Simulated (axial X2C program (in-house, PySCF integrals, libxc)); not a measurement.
# BrCu⁺: EOM-IP-CCSD levels

Aim: EOM-IP-CCSD levels of BrCu⁺, with spin–orbit coupling in the Hamiltonian from the start.

Program: an in-house X2C program for linear molecules on PySCF integrals. Level of theory: two-component X2C with atomic mean-field terms, Br dyall-cv3z, Cu dyall-cv3z. These are calculated values, not measurements.

### Step 1. Input

task.json reads:

```json
{
 "zs": [
  35,
  29
 ],
 "q": 1,
 "bas": [
  "dyall-cv3z",
  "dyall-cv3z"
 ],
 "r0": 2.26,
 "eom": "ip",
 "rq": 0,
 "thr": -2.0,
 "nmax": 95,
 "grid": [
  1,
  0.96,
  1.045,
  0.92,
  1.09,
  1.15
 ]
}
```

Keys: zs atomic numbers; q charge; bas basis sets; r0 starting distance in Å; eom kind of EOM run; thr threshold in hartree for freezing inner shells (an s shell follows its p shell); nmax most natural virtual spinors; grid distances as factors.

Started as:

```bash
$ python soeom.py task.json out
```

Further steps of the session: EOM-IP-CCSD at 2.179 Å.

Q: Predict the outcome of this session. Wanted: next root led by one particle; T1 of the reference; lowest state, Re and ωe.

As calculated:

| quantity | value |
| --- | --- |
| lowest root at 2.179 Å | Ω = 3/2, 9.306 eV |
| next root led by one particle | Ω = 1/2, about 2080 cm⁻¹ higher |
| T1 of the reference | 0.017 |
| lowest state, Re and ωe | 2.242 Å, 229.9 cm⁻¹ |

Removing an electron from the reference determinant of BrCu costs 9.31 eV and empties a spinor of 80% Br pπ, 15% Cu dπ. Errors of 0.1 to 0.3 eV are usual at this size, and roots led by higher excitations are left out, so the list is incomplete, and low states of that kind can be missing. The bond is 0.052 Å longer than in the closed-shell reference at CCSD (2.191 Å).
